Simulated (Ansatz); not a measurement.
## AgPdO₂, space group Pmmm: a convergence test of the k-point mesh, step by step

Program: Ansatz's Python interface.

Contents of `agpdo2.cif`:
```cif
data_AgPdO2
_cell_length_a 3.004510
_cell_length_b 3.347171
_cell_length_c 5.423140
_cell_angle_alpha 90.00000
_cell_angle_beta 90.00000
_cell_angle_gamma 90.00000
_symmetry_space_group_name_H-M 'P 1'
_symmetry_Int_Tables_number 1
loop_
_symmetry_equiv_pos_as_xyz
'x, y, z'
loop_
_atom_site_label
_atom_site_type_symbol
_atom_site_fract_x
_atom_site_fract_y
_atom_site_fract_z
Ag1 Ag    0.500000    0.500000    0.500000
Pd2 Pd    0.000000    0.000000    0.000000
O3 O    0.500000    0.000000    0.246043
O4 O    0.500000    0.000000    0.753957
```

The cells in order, each with its output:

In [1]:
```python
import ansatz as az
from ase.io import read
```

In [2]:
```python
XC = "LDA"
SCF_TOL = 1e-08
```

In [3]:
```python
atoms = read("agpdo2.cif")
structure = az.Crystal.from_ase(atoms)
```

In [4]:
```python
model = (
    structure.calculation()
    .pseudopotentials("nc")
    .initial_density(normalization="atom")
    .functional(XC)
    .occupations(az.OccupationsMethod.FERMI_DIRAC)
    .scf(tolerance=SCF_TOL)
    .stress()
)
```

In [5]:
```python
rows = []
for value in [0.8, 0.6, 0.5, 0.4, 0.33]:
    report = model.kpoints(spacing=value).run().report
    rows.append((value, report["free_energy_ev"] / len(report["lattice"]["sites"]), report["n_iterations"], sum(report["stress_gpa"][i][i] for i in range(3)) / 3, report["n_kpoints"]))
```
```text
DeckWarning: basis.ecutwfc = 1170.089609 eV, auto-derived from the records' recommended cutoffs: set by Ag (normal level)
DeckWarning: output.stress: scf.convergence.dr2_threshold = 1e-8 eV is looser than the 4e-10 eV advised for a printed stress (1e-10 eV for each atom of the cell: 4). What an SCF threshold leaves in a [...]
```

In [6]:
```python
print("spacing (1/A)   F/atom (eV)    iterations       P (GPa)      k-points")
for row in rows:
    print(f"{str(row[0]):>12s}  {row[1]:12.5f}  {row[2]:12d}  {row[3]:12.3f}  {row[4]:12d}")

# differences from the last row
for row in rows[:-1]:
    shift = 1000 * (row[1] - rows[-1][1])
    print(f"{row[0]}: {shift:+.2f} meV/atom" + ("  (within 5 meV)" if abs(shift) < 5 else ""))
```
```text
spacing (1/A)   F/atom (eV)    iterations       P (GPa)      k-points
         0.8   -2196.28429            10        -8.848             8
         0.6   -2196.27971             9        -7.966            18
         0.5   -2196.28446            10        -7.959            18
         0.4   -2196.28140             9        -8.013            24
        0.33   -2196.28486             9        -8.083            48
0.8: +0.57 meV/atom  (within 5 meV)
0.6: +5.16 meV/atom
0.5: +0.40 meV/atom  (within 5 meV)
0.4: +3.46 meV/atom  (within 5 meV)
```

From a spacing of 0.5 (5×4×3) on it stays within 5 meV an atom of the value at a spacing of 0.33 (7×6×4); the first row (a spacing of 0.8 (3×3×2)) is off by 0.6 meV and the last but one by 3.46 meV. That rests on few rows after larger swings, so the series isn't shown to be converged. This holds for F at a smearing of 0.1 eV; a narrower one needs a denser mesh. It goes up and down, since the sum over k-points isn't variational. The pressure moves from -8.85 to -8.08 GPa. The last run costs about 5.9 times the first.

Caveats:
- The cell holds an odd number of electrons and is run without spin, so a magnetic state may lie lower.
- Pressure is positive in compression.
- A row within the bound is followed by one outside it, so the series isn't shown to be converged.
- At these settings the cell as given stands under about -8 GPa, so it isn't at this functional's equilibrium volume.
- The structure comes from a database of computed cells and needn't be a stable or known phase.
- Warnings are shown shortened and without file and line.
- Shifts are counted from the finest mesh, which is itself no proven limit.
- Hardware and time: 43 s on 1 thread of Arm Neoverse V1, with other jobs on the host, peak memory 0.58 GiB.
